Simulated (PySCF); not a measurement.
**TiNH: singlet, from a PBE0 minimum start**

The task is one start of a wider search on TiNH: the singlet, from a PBE0 minimum start. It is relaxed, tested by its Hessian and followed downhill if it is a saddle.

The runs use PySCF 2.14.0; PBE0, basis Ti def2-TZVP, N def2-TZVP, H def2-TZVP, no relativity, density fitting.

### Step 1. Starting geometry

3 atoms, charge 0, spin multiplicity 1.

Bond lengths: Ti1–N2 1.547 Å, Ti1–H3 1.770 Å. Angles: N2–Ti1–H3 110.0°.

Coordinates in bohr (charge 0 multiplicity 1):
```
Ti    0.0000   -0.6341    0.0000
N     0.2321    2.2810    0.0000
H    -3.2247   -1.5259    0.0000
```

### Step 2. The SCF at the typed geometry

One driver script runs all steps and calls PySCF; scf.py shows how it sets up the SCF of each step. The optimiser is the driver's own. After this first run the driver tries any further starts and a stability analysis.

File scf.py:

```python
from pyscf import gto, scf, dft
mol = gto.M(atom='''
Ti    -0.000000    -0.335540     0.000000
N      0.122810     1.207050    -0.000000
H     -1.706430    -0.807490     0.000000''',
    basis={'Ti': 'def2-TZVP', 'N': 'def2-TZVP', 'H': 'def2-TZVP'},
    charge=0, spin=0)
mf = dft.RKS(mol, xc='PBE0')
mf.grids.atom_grid = (50, 194)
aux = {'Ti': 'def2-universal-JKFIT', 'N': 'def2-universal-JKFIT', 'H': 'def2-universal-JKFIT'}
mf = mf.density_fit(auxbasis=aux)
mf.conv_tol = 1e-08
mf.diis_space = 10
mf.max_cycle = 60
mf.init_guess = 'minao'
mf.verbose = 4
mf.kernel()
```

Run with:

```console
OMP_NUM_THREADS=2 python axn.py task.json out
```

The runs that follow: PBE0 minimum start, singlet: relaxation; Vibrations and properties at this point.

Q: Predict the outcome of this session. Wanted: minimum; geometry; wavenumbers; dipole moment; highest occupied, lowest empty level; polar-tensor charge of Ti1; zero-point energy; atomisation energy.

As calculated:

| quantity | value |
| --- | --- |
| minimum | singlet, Cs |
| geometry | Ti–H 1.770 Å, Ti–N 1.547 Å; H–Ti–N 110.0° |
| wavenumbers (cm⁻¹) | 488 (a'), 1170 (a'), 1592 (a') |
| dipole moment | 5.97 D |
| highest occupied, lowest empty level | -6.86, -2.27 eV |
| polar-tensor charge of Ti1 | +1.33 e |
| zero-point energy | 19.4 kJ/mol |
| entropy at 298.15 K | 244.0 J/(mol K) |
| atomisation energy (no zero-point energy) | 731 kJ/mol |

**Reading.** The PBE0 minimum start keeps its Cs symmetry and ends in a minimum. The strongest infrared band lies at 1592 cm⁻¹ (a', stretch). With 6.0 D the molecule is strongly polar. Only this shape and spin were tried, so other structures or states may lie lower. Whether spin polarisation would lower the closed shell was not checked.
